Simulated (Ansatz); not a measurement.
**Te2Pb: how the settings move a single-point run**

Question: which choices in the input matter for Te2Pb? The cell is built on a prototype (fluorite) and needn't be the phase found in nature.

Program: Ansatz 0.2.0. Level of theory: reference: DFT, PBE, plane waves, PAW. These are calculated values, not measurements.

4 further runs of the same task are left out: 1 for a known fault of the program, 3 that didn't finish.

### 1 The structure to begin with

The structure is cubic, space group Fm-3m (No. 225). The conventional cell has a = 7.593 Å, b = 7.593 Å, c = 7.593 Å, α = 90.00°, β = 90.00°, γ = 90.00°. Pb (site symmetry m-3m) is surrounded by 8 Te at 3.29 Å. Te (site symmetry -43m) has 4 Pb at 3.29 Å as nearest neighbours.

Structure file:

```xyz
3
Lattice="0.0000 3.7966 3.7966 3.7966 0.0000 3.7966 3.7966 3.7966 0.0000" Properties=species:S:1:pos:R:3 pbc="T T T"
Pb    0.0000    0.0000    0.0000
Te    1.8983    1.8983    1.8983
Te    5.6949    5.6949    5.6949
```

### 2 The reference run

Input file input.yaml:

```yaml
crystal:
  lattice:
    - [0.0, 3.7966139269, 3.7966139269]
    - [3.7966139269, 0.0, 3.7966139269]
    - [3.7966139269, 3.7966139269, 0.0]
  atoms:
    - { symbol: Pb, position: [0.0, 0.0, 0.0] }
    - { symbol: Te, position: [0.25, 0.25, 0.25] }
    - { symbol: Te, position: [0.75, 0.75, 0.75] }
kpoints:
  mp_grid: { grid: [4, 4, 4] }
hamiltonian:
  xc: pbe
scf:
  occupations: { method: fermi_dirac, width: 0.02 }
  n_extra_bands: 4
output:
  forces: true
  stress: true
  eigenvalues: true
```

Command:

```console
$ ansatz run input.yaml --threads 4 --pin off --max-ram 3686MiB --backend cpu --events-out ev --progress --plain --runs-dir out
```

### 3 Changed: exchange pbe, correlation pbe, coeff 0.15, omega 0.2078

Edit input.yaml of step 2 so:

```diff
@@ -12,3 +12,6 @@
 hamiltonian:
-  xc: pbe
+  xc:
+    exchange: pbe
+    correlation: pbe
+    exx: { coeff: 0.15, omega: 0.2078 }
 scf:
```

### 4 Changing settings: exchange pbe, correlation pbe, coeff 1.0, omega 0.3

Edit input.yaml of step 2 so:

```diff
@@ -12,3 +12,3 @@
 hamiltonian:
-  xc: pbe
+  xc: { exchange: pbe, correlation: pbe, exx: { coeff: 1.0, omega: 0.3 } }
 scf:
```

**Question.** What will these runs give? Wanted: for each run, ending; energy change; pressure; gap; force.

As calculated:

| run | ending | energy change | pressure (GPa) | gap (eV) | force (eV/Å) | cycles | time |
| --- | --- | --- | --- | --- | --- | --- | --- |
| reference | converged | - | 0.4 | 0.00 | 0.00 | 7 | 5.5 s |
| 1: exchange pbe, correlation pbe, coeff 0.15, omega 0.2078 | converged | not comparable | -0.3 | 0.00 | 0.00 | 18 | 84 s |
| 2: exchange pbe, correlation pbe, coeff 1.0, omega 0.3 | converged | not comparable | -3.5 | 0.00 | 0.00 | 22 | 2 min |

Residual by cycle in the longest SCF loop of each run; runs are numbered as in the table. The quantity is the density residual dr2, in eV.

| cycle | reference | run 1 | run 2 |
| --- | --- | --- | --- |
| 1 | 0.00485 | 0.00376 | 0.00263 |
| 2 | 5.2e-4 | 2.1e-4 | 1.3e-4 |
| 3 | 2.1e-4 | 5.2e-5 | 4.0e-5 |
| 4 | 2.2e-5 | 1.0e-5 | 1.5e-6 |
| 5 | 5.9e-7 | 5.9e-7 | 4.5e-8 |
| 6 | 1.2e-7 | 1.6e-8 | 2.5e-9 |
| 7 | 7.3e-9 | 1.2e-9 | 4.2e-11 |
| 8 | - | 8.1e-11 | - |

**Reading.** Semilocal functionals close small gaps, so the missing gap need not be the real solid's.
